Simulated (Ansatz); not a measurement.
# C2H10B2Si: up Jacob's ladder to CCSD(T)

One table from this session's results is given with a row withheld; the runs are named, their logs left out.

Method: functionals in def2-TZVPP, the program's frozen cores in correlated methods; program: Ansatz 0.2.0, Gaussian basis.

The runs, in order: PBE-D4, r2SCAN-D4, PBE0-D4, B3LYP-D4, ωB97X-V, ωB97M-V, B2PLYP; CCSD(T)/def2-TZVPP; MP2/def2-QZVPP; extrapolation to the limit.

### The geometry

An earlier PBE0-D4 in a triple-zeta def2 set relaxation fixed the geometry.

SMILES `BB(C)C[SiH3]`, 15 atoms, charge 0, spin multiplicity 1.

Atoms are counted from 1 here; the program's logs count them from 0.

Bond lengths: B1–B2 1.656 Å, B1–H6 1.202 Å, B1–H7 1.201 Å, B2–C3 1.577 Å, B2–C4 1.561 Å, C3–H8 1.092 Å, C3–H9 1.100 Å, C3–H10 1.094 Å, C4–Si5 1.885 Å, C4–H11 1.095 Å, C4–H12 1.096 Å, Si5–H13 1.487 Å, Si5–H14 1.487 Å, Si5–H15 1.487 Å. Angles: B2–B1–H6 121.1°, B2–B1–H7 123.5°, H6–B1–H7 115.4°, B1–B2–C3 119.1°, B1–B2–C4 121.9°, C3–B2–C4 118.9°, B2–C3–H8 115.2°, B2–C3–H9 106.5°, B2–C3–H10 113.1°, H8–C3–H9 106.0°, H8–C3–H10 109.0°, H9–C3–H10 106.4°, B2–C4–Si5 108.8°, B2–C4–H11 114.7°, B2–C4–H12 112.9°, Si5–C4–H11 104.9°, Si5–C4–H12 105.9°, H11–C4–H12 109.0° and more.

The first run:

Contents of in.yaml:

```yaml
crystal:
  periodic: [false, false, false]
  atoms:
    - {symbol: B, position_ang: [-1.452117, -1.338186, 0.766040]}
    - {symbol: B, position_ang: [-0.206348, -0.727009, -0.137089]}
    - {symbol: C, position_ang: [1.195820, -1.448544, -0.096243]}
    - {symbol: C, position_ang: [-0.350745, 0.595898, -0.953053]}
    - {symbol: Si, position_ang: [0.147339, 2.044621, 0.144950]}
    - {symbol: H, position_ang: [-2.211831, -2.148694, 0.307205]}
    - {symbol: H, position_ang: [-1.649415, -1.037963, 1.911886]}
    - {symbol: H, position_ang: [1.163403, -2.513399, 0.144354]}
    - {symbol: H, position_ang: [1.768546, -0.971709, 0.712439]}
    - {symbol: H, position_ang: [1.778227, -1.308096, -1.011553]}
    - {symbol: H, position_ang: [-1.371749, 0.825197, -1.275251]}
    - {symbol: H, position_ang: [0.314942, 0.636086, -1.822655]}
    - {symbol: H, position_ang: [0.079116, 3.315856, -0.624171]}
    - {symbol: H, position_ang: [-0.764094, 2.150456, 1.314989]}
    - {symbol: H, position_ang: [1.537007, 1.874586, 0.647449]}
basis:
  gaussian: {orbitals: def2-TZVPP}
hamiltonian: {xc: pbe, dispersion: d4}
output: {forces: true, orbitals: {seedname: orbitals}}
```

Launch:

```bash
> ansatz run in.yaml --threads 4 --pin off --events-out ev --progress --plain --max-ram 10444MiB
```

Steps of the session up to this table: PBE-D4 (GGA); r2SCAN-D4 (meta-GGA); PBE0-D4 (hybrid); B3LYP-D4 (hybrid); ωB97X-V (range-separated); ωB97M-V (range-separated); B2PLYP (double hybrid); CCSD(T) in def2-TZVPP; MP2 in def2-QZVPP.

One of the session's tables, all rows but one given; the rest of the session is left out.

```
            method  atomisation energy (kJ/mol)
            PBE-D4                       5386.7
         r2SCAN-D4                       5374.1
           PBE0-D4                       5360.2
          B3LYP-D4                       5365.0
           ωB97X-V                       5363.2
           ωB97M-V                       5363.1
            B2PLYP                       5295.7
     HF/def2-TZVPP                       4179.2
    MP2/def2-TZVPP                       5243.5
   CCSD/def2-TZVPP                            ?
CCSD(T)/def2-TZVPP                       5216.6
           MP2/CBS                       5349.3
       CCSD(T)/CBS                       5322.4
```

Estimate the missing values for CCSD/def2-TZVPP.

As computed: atomisation energy (kJ/mol): 5167.6. In the column «atomisation energy (kJ/mol)» it lies between HF/def2-TZVPP (4179.2) and CCSD(T)/def2-TZVPP (5216.6).
